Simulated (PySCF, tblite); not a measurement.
# C7H11FOSi: geometry, infrared bands and NMR shifts

Aim: predict the infrared bands and NMR shifts of C7H11FOSi (`C=C(C)C1=C(F)[Si@@H](OC)C1`).

Computed with tblite 0.8.0 and PySCF 2.14.0, with density-fitted response routines of our own, on a single molecule in the gas phase. Atoms count from 0, in the outputs and in this text.

**1. The molecule as given**

21 atoms, charge 0, multiplicity 1; geometry from: force field or distance geometry start.

Bonds of the start (Å): C0–C1 1.33, C1–C2 1.45, C1–C3 1.49, C3–C4 1.30, C4–F5 1.36, C4–Si6 1.81, Si6–O7 1.72, O7–C8 1.38, Si6–C9 1.83, C9–C3 1.47, C0–H10 1.09, C0–H11 1.09, C2–H12 1.11, C2–H13 1.12, C2–H14 1.12, Si6–H15 1.45, C8–H16 1.13, C8–H17 1.11, C8–H18 1.11, C9–H19 1.11, C9–H20 1.12.

**2. Relaxing the molecule with GFN2-xTB**

Job settings and geometry (Å):

```
{"job": {"kind": "relax", "xc": "GFN2-xTB", "basis": "xTB"}, "charge": 0, "multiplicity": 1}
C     -2.801600    -0.892400     0.522700
C     -1.976100     0.110100     0.220400
C     -2.471400     1.463500     0.330500
C     -0.577700    -0.224700    -0.183700
C      0.406500     0.560000    -0.496500
F      0.494300     1.913500    -0.590000
Si     1.604000    -0.759200    -0.812600
O      2.928900    -0.845700     0.282600
C      3.550400     0.387000     0.319900
C      0.035900    -1.560200    -0.301500
H     -2.405300    -1.900200     0.440900
H     -3.835500    -0.703900     0.824600
H     -1.643700     2.103400     0.713200
H     -2.705700     1.830000    -0.699900
H     -3.363000     1.595400     0.991500
H      1.986700    -0.982200    -2.195200
H      2.873000     1.135900     0.825800
H      3.766800     0.786300    -0.688400
H      4.497400     0.313600     0.900900
H     -0.435600    -2.200500    -1.075400
H      0.062800    -2.112700     0.669600
```

On the command line:

```console
$ OMP_NUM_THREADS=1 python probes_run.py task.json out
```

This one command runs all jobs of the session in turn.

What it wrote:

```text
step      E/eV     max force
  0    -845.10573    4.356
  1    -845.55627    2.764
  2    -845.68867    0.689
  3    -845.73001    0.497
  4    -845.77472    0.582
  5    -845.80226    0.567
  6    -845.82483    0.431
  7    -845.83891    0.281
  8    -845.85011    0.259
  9    -845.85958    0.284
 10    -845.86759    0.215
 11    -845.87490    0.195
 12    -845.88295    0.247
 13    -845.89235    0.219
 14    -845.90022    0.188
 15    -845.90490    0.162
 16    -845.90870    0.148
 17    -845.91311    0.190
 18    -845.91849    0.215
 19    -845.92436    0.200
 20    -845.92968    0.185
 21    -845.93452    0.163
 22    -845.93963    0.150
 23    -845.94492    0.189
 24    -845.94943    0.168
 25    -845.95298    0.128
 26    -845.95566    0.112
 27    -845.95815    0.108
 28    -845.96111    0.116
 29    -845.96399    0.124
 30    -845.96644    0.128
 31    -845.96866    0.111
 32    -845.97081    0.111
 33    -845.97288    0.094
 34    -845.97485    0.102
 35    -845.97689    0.108
 36    -845.97916    0.121
 37    -845.98157    0.118
 38    -845.98395    0.117
 39    -845.98611    0.113
 40    -845.98802    0.102
 41    -845.98973    0.076
 42    -845.99112    0.090
 43    -845.99208    0.080
 44    -845.99280    0.081
 45    -845.99351    0.070
 46    -845.99443    0.057
 47    -845.99516    0.059
 48    -845.99588    0.060
 49    -845.99667    0.072
 50    -845.99760    0.074
 51    -845.99861    0.065
 52    -845.99952    0.069
 53    -846.00023    0.060
 54    -846.00081    0.069
 55    -846.00140    0.068
 56    -846.00213    0.064
 57    -846.00295    0.058
 58    -846.00367    0.055
 59    -846.00420    0.046
 60    -846.00468    0.048
 61    -846.00532    0.062
 62    -846.00623    0.086
 63    -846.00722    0.109
 64    -846.00825    0.103
 65    -846.00930    0.103
 66    -846.01095    0.080
 67    -846.01229    0.082
 68    -846.01411    0.077
 69    -846.01522    0.070
 70    -846.01588    0.068
 71    -846.01619    0.088
 72    -846.01681    0.061
 73    -846.01739    0.061
 74    -846.01811    0.064
 75    -846.01883    0.067
 76    -846.01967    0.072
 77    -846.02044    0.060
 78    -846.02121    0.053
 79    -846.02202    0.066
 80    -846.02286    0.067
 81    -846.02367    0.061
 82    -846.02443    0.061
 83    -846.02515    0.062
 84    -846.02580    0.063
 85    -846.02641    0.068
 86    -846.02716    0.070
 87    -846.02828    0.071
 88    -846.02986    0.078
 89    -846.03113    0.081
 90    -846.03234    0.080
 91    -846.03307    0.061
 92    -846.03364    0.048
 93    -846.03409    0.049
 94    -846.03443    0.043
 95    -846.03474    0.044
 96    -846.03504    0.039
 97    -846.03532    0.035
 98    -846.03565    0.040
 99    -846.03598    0.041
100    -846.03634    0.051
101    -846.03674    0.051
102    -846.03715    0.046
103    -846.03751    0.033
104    -846.03778    0.029
105    -846.03800    0.029
106    -846.03820    0.039
107    -846.03839    0.043
108    -846.03855    0.035
109    -846.03868    0.024
110    -846.03878    0.020
111    -846.03887    0.023
112    -846.03894    0.023
113    -846.03898    0.014
114    -846.03901    0.011
115    -846.03904    0.012
116    -846.03908    0.013
117    -846.03912    0.016
118    -846.03916    0.016
119    -846.03920    0.011
120    -846.03922    0.010
121    -846.03924    0.008
```

Run time: 1.2 s. Hardware: 1 thread of Arm Neoverse V1, shared host; peak memory 0.18 GiB.

Step by step: (not every step is listed)

```
step  energy from step 0 (eV)  largest force (eV/Å)
   0                   0.0000                4.3556
   1                  -0.4505                2.7640
   2                  -0.5829                0.6894
   3                  -0.6243                0.4974
   4                  -0.6690                0.5825
   5                  -0.6965                0.5671
   6                  -0.7191                0.4306
   7                  -0.7332                0.2814
   8                  -0.7444                0.2590
  18                  -0.8128                0.2149
  28                  -0.8554                0.1161
  38                  -0.8782                0.1165
  48                  -0.8902                0.0603
  58                  -0.8979                0.0546
  68                  -0.9084                0.0775
  78                  -0.9155                0.0532
  88                  -0.9241                0.0785
  98                  -0.9299                0.0400
 108                  -0.9328                0.0349
 116                  -0.9334                0.0132
 117                  -0.9334                0.0162
 118                  -0.9334                0.0160
 119                  -0.9335                0.0111
 120                  -0.9335                0.0105
 121                  -0.9335                0.0075
```

Distances of close pairs at the start and the end, largest changes first:

```
  bond  before (Å)  after (Å)  change (Å)
Si6–O7       1.721      1.615      -0.106
C4–Si6       1.809      1.892      +0.083
Si6–C9       1.834      1.911      +0.078
 C1–C2       1.445      1.500      +0.054
 C3–C4       1.297      1.348      +0.051
 C1–C3       1.494      1.447      -0.047
 C3–C9       1.474      1.518      +0.044
C8–H16       1.129      1.091      -0.038
```

The end geometry stands in the next job.

**3. Vibrational analysis with GFN2-xTB**

Job settings and geometry (Å):

```
{"job": {"kind": "ir", "xc": "GFN2-xTB", "basis": "xTB"}, "charge": 0, "multiplicity": 1}
C     -2.853110    -1.035126     0.594081
C     -2.141474     0.036491     0.239442
C     -2.741521     1.410401     0.200731
C     -0.746594    -0.081444    -0.125805
C      0.166670     0.839759    -0.492967
F     -0.025085     2.177177    -0.617724
Si     1.572493    -0.391246    -0.790902
O      2.793773    -0.508868     0.258797
C      4.030236     0.145872     0.269605
C      0.051852    -1.371632    -0.175646
H     -2.423570    -2.020794     0.623212
H     -3.892122    -0.956907     0.865596
H     -2.204324     2.073946     0.876335
H     -2.660012     1.828271    -0.801466
H     -3.789090     1.384233     0.489239
H      2.010064    -0.510896    -2.179490
H      3.896083     1.218200     0.422458
H      4.560891    -0.011424    -0.671580
H      4.618300    -0.265500     1.090188
H     -0.368835    -2.093295    -0.871387
H      0.136456    -1.850276     0.796813
```

What it wrote:

```text
mode    cm-1     km/mol
  1      43.6      0.91
  2      56.0      0.25
  3      72.8      2.99
  4      82.2      0.67
  5     135.9      3.40
  6     163.4      0.29
  7     173.4      3.98
  8     199.5     10.28
  9     235.5      7.73
 10     271.0      1.19
 11     299.8     10.93
 12     340.9      7.13
 13     403.5      1.13
 14     436.1     16.82
 15     508.6     26.72
 16     551.2      1.77
 17     562.3     82.00
 18     635.9     38.09
 19     679.7    133.61
 20     696.2     23.94
 21     731.4     28.54
 22     779.2     41.51
 23     825.0    105.94
 24     861.5     72.99
 25     877.9     25.90
 26     957.3      2.05
 27    1012.5      4.00
 28    1037.9      3.75
 29    1063.5      1.95
 30    1123.4     32.40
 31    1125.4     50.01
 32    1126.7     17.59
 33    1135.5     78.83
 34    1162.0    265.38
 35    1190.5    127.54
 36    1336.4     23.26
 37    1396.7      5.17
 38    1411.9      1.20
 39    1413.0      4.30
 40    1466.8      0.56
 41    1476.1      6.11
 42    1477.3      4.03
 43    1481.2      3.03
 44    1487.7      7.85
 45    1621.6     39.38
 46    1663.8      8.57
 47    2273.7    333.21
 48    2961.8     34.51
 49    2973.5     33.35
 50    2997.6     20.98
 51    3000.5     43.09
 52    3014.6     21.10
 53    3015.8     26.16
 54    3029.0     13.13
 55    3043.2     36.16
 56    3109.7     23.43
 57    3138.9     41.19
```

It took 1 s on 1 thread of Arm Neoverse V1, shared host; peak memory 0.18 GiB.

Which atoms move in the most intense modes:

```
cm⁻¹  km/mol                                 atoms
 562    82.0                              H15 79 %
 680   133.6                              H15 62 %
 825   105.9           Si6 25 %, C9 20 %, H19 16 %
 862    73.0            C4 26 %, Si6 17 %, C3 11 %
1136    78.8  H18 28 %, C4 16 %, H17 13 %, C8 12 %
1162   265.4                      O7 41 %, C8 20 %
1190   127.5  C9 19 %, H19 19 %, C4 16 %, H20 13 %
2274   333.2                              H15 97 %
```

**4. NMR shieldings: PBE0/pcSseg-1**

Settings changed since step 3:

```diff
@@ -1,2 +1,2 @@
-{"job": {"kind": "ir", "xc": "GFN2-xTB", "basis": "xTB"}, "charge": 0, "multiplicity": 1}
+{"job": {"kind": "nmr", "xc": "PBE0", "basis": "pcSseg-1"}, "charge": 0, "multiplicity": 1}
 C     -2.853110    -1.035126     0.594081
```

Method: GIAO PBE0/pcSseg-1 NMR shielding, non-relativistic, gas phase.

What it wrote:

```text
coarse grid: 18224 points
cycle   1  E = -737.0091643735  dE =  1.429e+00  |g| = 8.036e-01  |ddm| = 4.282e+00
cycle   2  E = -736.8562265443  dE =  1.529e-01  |g| = 1.209e+00  |ddm| = 1.709e+00
cycle   3  E = -737.1288158883  dE = -2.726e-01  |g| = 1.562e-01  |ddm| = 1.173e+00
cycle   4  E = -737.1337959983  dE = -4.980e-03  |g| = 5.256e-02  |ddm| = 2.017e-01
cycle   5  E = -737.1343373840  dE = -5.414e-04  |g| = 2.011e-02  |ddm| = 6.495e-02
cycle   6  E = -737.1344247844  dE = -8.740e-05  |g| = 6.923e-03  |ddm| = 2.534e-02
cycle   7  E = -737.1344373578  dE = -1.257e-05  |g| = 1.203e-03  |ddm| = 8.317e-03
cycle   8  E = -737.1344376818  dE = -3.241e-07  |g| = 3.410e-04  |ddm| = 1.392e-03
final grid: 172288 points
cycle   9  E = -737.2117898764  dE = -4.767e-05  |g| = 1.223e-02  |ddm| = 4.261e-02
cycle  10  E = -737.2117613674  dE =  2.851e-05  |g| = 1.747e-02  |ddm| = 2.364e-02
cycle  11  E = -737.2118210269  dE = -5.966e-05  |g| = 2.208e-03  |ddm| = 1.494e-02
cycle  12  E = -737.2118220146  dE = -9.877e-07  |g| = 2.902e-04  |ddm| = 1.992e-03
cycle  13  E = -737.2118220261  dE = -1.153e-08  |g| = 1.851e-04  |ddm| = 3.817e-04
cycle  14  E = -737.2118220342  dE = -8.046e-09  |g| = 4.191e-05  |ddm| = 2.138e-04
cycle  15  E = -737.2118220346  dE = -3.915e-10  |g| = 1.013e-05  |ddm| = 6.013e-05
converged SCF energy = -737.2118220346

GIAO shielding tensors (ppm)
atom      isotropic    diamagn.    paramagn.     s11        s22        s33       span
  0 C       64.407     254.639    -190.232    -32.986     74.216    151.991    184.977
  1 C       39.813     258.869    -219.056    -74.916     33.231    161.122    236.038
  2 C      161.891     245.311     -83.420    147.659    154.651    183.364     35.704
  3 C       43.757     270.833    -227.076    -68.522     74.538    125.254    193.776
  4 C       13.266     256.905    -243.640    -52.075     33.838     58.034    110.109
  5 F      258.832     478.331    -219.498    147.655    254.481    374.361    226.705
  6 Si     366.630     882.871    -516.241    333.889    351.886    414.115     80.226
  7 O      310.650     400.072     -89.422    241.776    339.821    350.353    108.577
  8 C      132.712     239.326    -106.614    106.051    106.818    185.267     79.216
  9 C      171.367     256.300     -84.934    160.256    168.770    185.074     24.817
 10 H       26.479      34.048      -7.569     23.923     24.431     31.083      7.160
 11 H       26.346      29.619      -3.273     24.267     24.988     29.782      5.515
 12 H       29.250      30.128      -0.879     25.091     28.961     33.697      8.606
 13 H       29.330      29.357      -0.027     25.224     28.917     33.850      8.627
 14 H       29.837      27.880       1.957     25.482     28.758     35.271      9.789
 15 H       26.230      30.680      -4.450     22.807     24.812     31.071      8.264
 16 H       27.727      28.244      -0.517     23.118     26.041     34.022     10.904
 17 H       27.830      25.950       1.880     23.880     25.482     34.127     10.247
 18 H       27.581      26.260       1.321     23.252     25.284     34.206     10.954
 19 H       30.411      33.550      -3.139     26.769     28.264     36.201      9.432
 20 H       30.298      34.557      -4.260     26.722     28.249     35.921      9.198
```

Wall time 70 s (1 thread of Arm Neoverse V1, shared host); peak memory 1.1 GiB.

The references, computed at this level on geometries of the same kind, shield at (ppm): 1H TMS 31.72, 13C TMS 186.9, 29Si TMS 349.2, 19F CFCl3 170.9, 17O H2O 336.1. Their shielding less the atom's gives the shift. The references are single molecules in the gas phase, so shifts against H2O, NH3, PH3, H3PO4 or CFCl3 are not on the usual liquid scales and can be off by tens of ppm. Atoms listed in one row are averaged.

```
        atoms                                                   environment  σ (ppm)  δ (ppm)  δ scaled to CDCl3
           C4                               fully substituted alkene carbon     13.3    173.7              167.6
           C1                               fully substituted alkene carbon     39.8    147.1              141.7
           C3                               fully substituted alkene carbon     43.8    143.2              137.8
           C0                                          terminal =CH2 carbon     64.4    122.5              117.7
           C8                                     methyl carbon bonded to O    132.7     54.2               51.0
           C2                                         allylic methyl carbon    161.9     25.0               22.5
           C9                                  allylic sp3 CH2 bonded to Si    171.4     15.6               13.3
          H15  hydrogen on a silicon bonded to 2 C, O, in a 4-membered ring    26.23     5.49                  –
          H11                            hydrogen on a terminal =CH2 carbon    26.35     5.37               5.17
          H10                            hydrogen on a terminal =CH2 carbon    26.48     5.24               5.04
H16, H17, H18                       hydrogen on a methyl carbon bonded to O    27.71     4.00               3.88
H12, H13, H14                          hydrogen on an allylic methyl carbon    29.47     2.24               2.22
          H20                   hydrogen on an allylic sp3 CH2 bonded to Si    30.30     1.42               1.44
          H19                   hydrogen on an allylic sp3 CH2 bonded to Si    30.41     1.31               1.34
           F5                                              vinylic fluorine    258.8    -87.9                  –
          Si6             silicon bonded to 2 C, O, H, in a 4-membered ring    366.6    -17.5                  –
           O7                                        oxygen bonded to C, Si    310.6     25.4                  –
```

The scaled column applies a straight-line fit of computed shieldings to shifts measured in CDCl3, and one for carbons that bear F (root-mean-square error 0.16 ppm for H, 1.9 ppm for C).

Charges from the same density, by scheme (e):

```
atoms  Mulliken    IAO  Hirshfeld  ESP fit
   C0     -0.04  -0.32      -0.10    -0.64
   C1     -0.39   0.02       0.01     0.43
   C2     -0.12  -0.42      -0.12    -0.67
   C3     -0.22  -0.02      -0.01     0.01
   C4      0.03  -0.04      -0.03    -0.08
   F5     -0.28  -0.27      -0.09    -0.16
  Si6      0.97   1.11       0.42     0.79
   O7     -0.62  -0.62      -0.22    -0.36
   C8     -0.01  -0.20      -0.03    -0.22
   C9     -0.42  -0.55      -0.17    -0.76
```

Mayer bond orders: C0–C1 1.96, C1–C2 1.09, C1–C3 1.03, C3–C4 1.66, C4–F5 0.91, C4–Si6 0.87, Si6–O7 1.04, O7–C8 0.88, Si6–C9 0.89, C9–C3 1.04.

Ring of atoms C3, C4, Si6, C9: NICS(0) -8.4, NICS(1) -4.1, NICS(1)zz -0.4 ppm (means of both faces).

The fields below are evaluated on a grid from the run's orbitals.

Frontier orbitals at PBE0/pcSseg-1, with the share of their density that lies nearest to each atom:

```
orbital  energy (eV)                                   lies on
   HOMO        -6.54  C0, C4 about 24 % each; C3 15 %; C1 11 %
   LUMO        -0.93  C0, C4 about 21 % each; C3 16 %; C1 13 %
```

ELF in a plane through or near 9 of the atoms.

Values, 10 rows by 14 columns:
```
0.00 0.00 0.00 0.00 0.00 0.00 0.00 0.00 0.00 0.00 0.00 0.00 0.00 0.00
0.00 0.00 0.00 0.00 0.00 0.00 0.00 0.00 0.00 0.02 0.00 0.00 0.00 0.00
0.00 0.00 0.00 0.00 0.00 0.00 0.55 0.67 0.05 0.99 0.14 0.01 0.00 0.00
0.00 0.00 0.01 0.01 0.53 0.02 0.87 0.97 0.06 0.96 0.73 0.96 0.00 0.00
0.00 0.00 0.27 0.22 0.72 0.35 0.26 0.47 0.31 0.88 0.81 0.97 0.00 0.00
0.00 0.01 0.40 0.85 0.64 0.34 0.31 0.80 0.66 0.67 0.13 0.09 0.00 0.00
0.00 0.00 0.10 1.00 0.52 0.02 0.35 0.23 0.04 0.80 0.93 0.99 0.00 0.00
0.00 0.00 0.04 0.95 0.43 0.00 0.15 0.53 0.05 0.97 0.21 0.25 0.00 0.00
0.00 0.00 0.00 0.00 0.00 0.00 0.02 0.08 0.00 0.09 0.01 0.00 0.00 0.00
0.00 0.00 0.00 0.00 0.00 0.00 0.00 0.00 0.00 0.00 0.00 0.00 0.00 0.00
```
The map spans 14.4 Å across and 9.6 Å up, centred on the molecule. Atoms in the plane (x, y in Å): C0 (2.8, 1.2), O7 (-2.8, 0.4), C8 (-4.0, -0.3), H10 (2.4, 2.2), H11 (3.9, 1.2), H12 (2.3, -1.9), H14 (3.9, -1.2), H16 (-3.8, -1.3), H20 (-0.2, 1.9).

log10 of the density (e/Å³) in the same plane.

Ten even steps from ' ' (-4.0) to '@' (1.7):
```
                                                        
                                                        
                        ............::....              
                    ....::----::::------::..            
                ....::--==++========++++==--::..        
            ..::::::--==++****====++##**++==--::        
      ..::::--==========**####++==**####****==--..      
    ..::----==++****++++******++++**##%%####++==..      
    ::--==++++##%%##**++++**********######**++--..      
  ..::==++**####%%%%**++++++******####**++++==--..      
  ..::==**##@@####**++++++**********##**++++==--..      
    ::--++**##****++++++++****++++**********==--..      
    ..::==++##**++----==++++++====**######**++--..      
      ::--++**++==------==++++====**####****==--..      
      ..::--====--::::--==++++====++**++++==--::        
        ..::::::::....::==++++==--==++====--::..        
            ..          ::------::::--::::..            
                          ................              
                                                        
                                                        
```
The map spans 14.4 Å across and 9.6 Å up, centred on the molecule. Atoms in the plane (x, y in Å): C0 (2.8, 1.2), O7 (-2.8, 0.4), C8 (-4.0, -0.3), H10 (2.4, 2.2), H11 (3.9, 1.2), H12 (2.3, -1.9), H14 (3.9, -1.2), H16 (-3.8, -1.3), H20 (-0.2, 1.9).

On the surface of density 0.002 e/bohr³ the electrostatic potential runs, from the 1st to the 99th percentile, from -1.00 V near O7 to 1.23 V near Si6.

**5. What came out**

| quantity | value |
| --- | --- |
| strongest single infrared mode (GFN2-xTB) | 2274 cm⁻¹, 333 km/mol |
| zero-point energy (GFN2-xTB) | 100.6 kcal/mol |
| 13C shifts against TMS (PBE0/pcSseg-1) | 173.7, 147.1, 143.2, 122.5, 54.2, 25.0, 15.6 ppm |
| 1H shifts against TMS (PBE0/pcSseg-1, means over atoms taken as alike) | 5.49, 5.37, 5.24, 4.00, 2.24, 1.42, 1.31 ppm |
| 19F shifts against CFCl3 (PBE0/pcSseg-1) | -87.9 ppm |
| 29Si shifts against TMS (PBE0/pcSseg-1) | -17.5 ppm |
| 17O shifts against H2O (PBE0/pcSseg-1) | 25.4 ppm |
| surface potential, 1st and 99th percentile | -1.00 V and 1.23 V |

What this shows: Relaxing lowered the energy by 0.934 eV in 121 steps; the close pair that moved most is Si6–O7, from 1.721 to 1.615 Å. No mode is imaginary among the 57: a minimum at this level. The strongest single mode, at 2274 cm⁻¹, moves mainly H15. Unscaled tight-binding wavenumbers are off by several per cent, some by more. Its intensities can rank the bands wrongly. At PBE0/pcSseg-1, counted by nearest atom on the grid, the HOMO lies on C0, C4 about 24 % each; C3 15 %, the LUMO on C0, C4 about 21 % each; C3 16 %.
